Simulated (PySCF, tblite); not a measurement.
# C5H11B2O radical: geometry, infrared bands and EPR parameters

Wanted: the infrared bands and EPR parameters of C5H11B2O radical (`BO[B]C1CCCC1`), by calculation.

Computed with tblite 0.8.0 and PySCF 2.14.0, with density-fitted response routines of our own, on a single molecule in the gas phase. Atoms are numbered from 0 throughout.

## 1. The starting structure

19 atoms, charge 0, multiplicity 2; geometry from: force field or distance geometry start.

Bonds of the start (Å): B0–O1 1.46, O1–B2 1.44, B2–C3 1.61, C3–C4 1.51, C4–C5 1.53, C5–C6 1.53, C6–C7 1.53, C7–C3 1.51, B0–H8 1.18, B0–H9 1.17, C3–H10 1.09, C4–H11 1.10, C4–H12 1.09, C5–H13 1.09, C5–H14 1.11, C6–H15 1.10, C6–H16 1.12, C7–H17 1.09, C7–H18 1.10.

## 2. Geometry optimisation with GFN2-xTB

What the job is given:

```
{"job": {"kind": "relax", "xc": "GFN2-xTB", "basis": "xTB"}, "charge": 0, "multiplicity": 2}
B      3.674100    -0.266000    -0.262900
O      2.649200    -1.190300     0.222100
B      1.496100    -0.510100     0.763600
C      0.265300    -0.019400    -0.146500
C     -0.764500    -1.110700    -0.318000
C     -1.923200    -0.269100    -0.863700
C     -2.013600     0.729500     0.287300
C     -0.541800     1.066400     0.515400
H      3.369000     0.869700    -0.342200
H      4.794200    -0.587100    -0.341300
H      0.678700     0.277300    -1.112700
H     -1.032500    -1.496700     0.671100
H     -0.494900    -1.872200    -1.050400
H     -2.833400    -0.847100    -1.007300
H     -1.578200     0.271200    -1.772400
H     -2.593800     1.622800     0.030400
H     -2.463300     0.223600     1.178300
H     -0.323800     1.111700     1.583300
H     -0.373400     2.005700    -0.026400
```

Launch:

```bash
$ OMP_NUM_THREADS=1 python probes_run.py task.json out
```

This one command runs all jobs of the session in turn.

**Question.** This job is followed by: GFN2-xTB harmonic vibrations, gas phase; UKS B3LYP, pcH-1 on B C H O, non-relativistic, mean-field spin-orbit, GIAO. Predict these results of the whole session: strongest single infrared mode (GFN2-xTB); zero-point energy (GFN2-xTB); g(iso) (B3LYP); ⟨S²⟩; largest a(iso) (averaged by class); potential on the surface of density 0.002 e/bohr³, 1st and 99th percentile.

As calculated:

```
                                                                  quantity                  value
                                 strongest single infrared mode (GFN2-xTB)  2566 cm⁻¹, 198 km/mol
                                              zero-point energy (GFN2-xTB)          98.4 kcal/mol
                                                            g(iso) (B3LYP)                2.00168
                                                                      ⟨S²⟩     0.754 (exact 0.75)
                                        largest a(iso) (averaged by class)   11B on B2, 338.2 MHz
potential on the surface of density 0.002 e/bohr³, 1st and 99th percentile     -0.65 V and 0.93 V
```

The optimisation took 190 steps and gained 1.712 eV; among the close pairs (by a distance rule), O1–B2 changed most, from 1.444 to 1.258 Å. No mode is imaginary among the 51: a minimum at this level. The strongest single mode, at 2566 cm⁻¹, moves mainly H8 and H9. GFN2-xTB is a fitted tight-binding method: band positions and strengths are rough. Its intensities can rank the bands wrongly. B2 carries the largest spin population, 0.85 e. The isotropic g lies 0.6 ppt below the free-electron value. The conformer search found further structures of the same energy, which may be mirror or relabelled copies of this one.
